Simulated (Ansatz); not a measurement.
# Co2NiSe4: further runs on the relaxed cell

One table from this session's results is given with a row withheld; the runs are named, their logs left out.

Computed with Ansatz 0.2.0 (DFT PBEsol, scalar-relativistic, plane waves, PAW, unless a step's input says otherwise).

**The starting structure**

Symmetry: C2/m, No. 12, monoclinic system. Conventional cell: a = 11.720 Å, b = 3.548 Å, c = 6.058 Å, α = 90.00°, β = 119.71°, γ = 90.00°. Around Co (site symmetry m) lie 6 Se at 2.32 to 2.44 Å and 1 Ni at 2.66 Å. Around Ni (site symmetry 2/m) lie 6 Se at 2.42 to 2.44 Å and 2 Co at 2.66 Å. Se (site symmetry m) has 3 Co at 2.32 to 2.36 Å and 1 Ni at 2.42 Å in its first shell of neighbours. Around Se (site symmetry m) lie 3 Co at 2.38 to 2.44 Å and 2 Ni at 2.44 Å.

Structure file:

```cif
data_structure
_symmetry_space_group_name_H-M 'P 1'
_symmetry_Int_Tables_number 1
_cell_length_a 6.1228
_cell_length_b 6.1228
_cell_length_c 6.0585
_cell_angle_alpha 118.316
_cell_angle_beta 118.316
_cell_angle_gamma 33.683
_cell_volume 109.40
loop_
_atom_site_label
_atom_site_type_symbol
_atom_site_fract_x
_atom_site_fract_y
_atom_site_fract_z
_atom_site_occupancy
Co1 Co 0.26062 0.26062 0.27841 1
Co2 Co 0.73938 0.73938 0.72159 1
Ni1 Ni 0.00000 0.00000 0.00000 1
Se1 Se 0.12334 0.12334 0.46011 1
Se2 Se 0.87666 0.87666 0.53989 1
Se3 Se 0.36291 0.36291 0.02278 1
Se4 Se 0.63709 0.63709 0.97722 1
```

It goes back to an entry of the Materials Project, which need not be the stable form.

This cell was relaxed beforehand with the same method: volume 15.63 Å³/atom, gap on the mesh none (metal).

Set-up of the first run:

The input, input.yaml:

```yaml
crystal:
  lattice:
    - [5.8004389248, -1.7559992411, -0.0794142816]
    - [5.8004389248, 1.7559992411, -0.0794142816]
    - [-2.9006386577, 0.0, 5.2491404314]
  atoms:
    - { symbol: Co, position: [0.2606152472, 0.2606152472, 0.2784068941] }
    - { symbol: Co, position: [0.7393847528, 0.7393847528, 0.7215931059] }
    - { symbol: Ni, position: [0.0, 0.0, 0.0] }
    - { symbol: Se, position: [0.1233399728, 0.1233399728, 0.4601148883] }
    - { symbol: Se, position: [0.8766600272, 0.8766600272, 0.5398851117] }
    - { symbol: Se, position: [0.3629127473, 0.3629127473, 0.0227756166] }
    - { symbol: Se, position: [0.6370872527, 0.6370872527, 0.9772243834] }
basis:
  ecutwfc: 420
kpoints:
  mp_grid: { grid: [10, 10, 8] }
hamiltonian:
  xc: pbesol
scf:
  occupations: { method: gaussian, width: 0.1 }
output:
  forces: true
  stress: true
  eigenvalues: true
relax:
  adjacent_minimum: "off"
  f_tol: 0.01
  max_steps: 30
  cell: { stress_tol: 0.1, fix: [volume] }
```

Started as:

```sh
> ansatz run input.yaml --threads 2 --pin off --max-ram 5120MiB --backend cpu --events-out ev --progress --plain --runs-dir out
```

Steps of the session up to this table: The cell scaled to 0.97 of its volume; Volume × 1.03; Volume × 0.94; Point at V/V0 = 1.06; Point at V/V0 = 0.91; The cell scaled to 1.10 of its volume; The cell scaled to 0.88 of its volume.

One of the session's tables, all rows but one given; the rest of the session is left out.

It belongs to the step «Fit of the equation of state». 

```
volume (Å³/atom)  energy above the lowest point (meV/atom)  pressure (GPa)
          13.754                                     100.0           19.57
          14.223                                         ?               ?
          14.691                                      21.7            7.96
          15.160                                       5.0            3.59
          15.629                                       0.0           -0.01
          16.098                                       4.6           -2.96
          16.567                                      16.9           -5.36
          17.192                                      43.1           -7.87
```

**Question.** Estimate the row for volume (Å³/atom) = 14.223.

Worked estimate for «energy above the lowest point (meV/atom)». A straight line through the neighbours (13.754, 100.0) and (14.691, 21.7) gives 100.0 + (21.7 − 100.0) × (14.223 − 13.754) / (14.691 − 13.754) = 60.8; a parabola fitted to 3 rows on both sides gives 53.3.

The run gave: energy above the lowest point (meV/atom): 52.3; pressure (GPa): 13.22. In «energy above the lowest point (meV/atom)» the line misses by +8.5 and the parabola by +1.0.

Limits of these values: Spin polarisation is off in the runs that give these values; a magnetic solution could lie lower.
